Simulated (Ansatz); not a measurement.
# CH₄BrGe radical: basis-set convergence

One table from this session's results is given with a row withheld; the runs are named, their logs left out.

The runs use Ansatz 0.2.0, Gaussian basis; one geometry, several basis sets.

The runs, in order: PBE0-D4/def2-SVP; ωB97M-V/def2-SVP; PBE0-D4/def2-QZVPP; ωB97M-V/def2-QZVPP; the functionals' def2-TZVPP values are taken from earlier runs.

### The geometry

An earlier PBE0-D4 in a triple-zeta def2 set relaxation fixed the geometry.

SMILES `[CH3][GeH][Br]`, 7 atoms, charge 0, spin multiplicity 2.

Atoms are counted from 1 here; the program's logs count them from 0.

Bond lengths: C1–Ge2 1.958 Å, C1–H4 1.091 Å, C1–H5 1.092 Å, C1–H6 1.089 Å, Ge2–Br3 2.323 Å, Ge2–H7 1.552 Å. Angles: Ge2–C1–H4 109.5°, Ge2–C1–H5 108.7°, Ge2–C1–H6 110.1°, H4–C1–H5 109.5°, H4–C1–H6 109.6°, H5–C1–H6 109.4°, C1–Ge2–Br3 107.6°, C1–Ge2–H7 112.2°, Br3–Ge2–H7 105.8°.

Coordinates:

```xyz
7
CH4BrGe
C    -0.6702    0.4909   -0.3640
Ge    0.9834   -0.5449   -0.2028
Br    0.5554   -2.3371    1.2113
H    -0.4949    1.3612   -0.9981
H    -0.9762    0.8203    0.6312
H    -1.4561   -0.1253   -0.7983
H     2.1198    0.2669    0.4749
```

Set-up of the first run:

Contents of in.yaml:

```yaml
crystal:
  periodic: [false, false, false]
  atoms:
    - {symbol: C, position_ang: [-0.670201, 0.490923, -0.363954]}
    - {symbol: Ge, position_ang: [0.983361, -0.544949, -0.202820]}
    - {symbol: Br, position_ang: [0.555428, -2.337064, 1.211340]}
    - {symbol: H, position_ang: [-0.494884, 1.361244, -0.998072]}
    - {symbol: H, position_ang: [-0.976179, 0.820264, 0.631155]}
    - {symbol: H, position_ang: [-1.456101, -0.125338, -0.798284]}
    - {symbol: H, position_ang: [2.119776, 0.266921, 0.474935]}
basis:
  gaussian: {orbitals: def2-SVP}
magnetization: {spin_polarized: true, initial_magnetization: 1}
hamiltonian: {xc: pbe0, dispersion: d4}
output: {orbitals: {seedname: orbitals}}
```

The run is started by

```sh
> ansatz run in.yaml --threads 4 --pin off --events-out ev --progress --plain --max-ram 10444MiB
```

Steps of the session up to this table: PBE0-D4 in def2-SVP; ωB97M-V in def2-SVP; PBE0-D4 in def2-QZVPP; ωB97M-V in def2-QZVPP.

One of the session's tables, all rows but one given; the rest of the session is left out.

It belongs to the step «Functionals by basis». 

```
functional       basis  HOMO (eV)  LUMO (eV)
   PBE0-D4    def2-SVP          ?          ?
   PBE0-D4  def2-TZVPP      -6.25      -3.01
   PBE0-D4  def2-QZVPP      -6.27      -3.04
   ωB97M-V    def2-SVP      -8.14      -1.14
   ωB97M-V  def2-TZVPP      -8.23      -1.24
   ωB97M-V  def2-QZVPP      -8.25      -1.32
```

Q: Estimate the row for PBE0-D4, def2-SVP from the others.

As computed: HOMO (eV): -6.18; LUMO (eV): -2.96. In the column «HOMO (eV)» it is the highest.
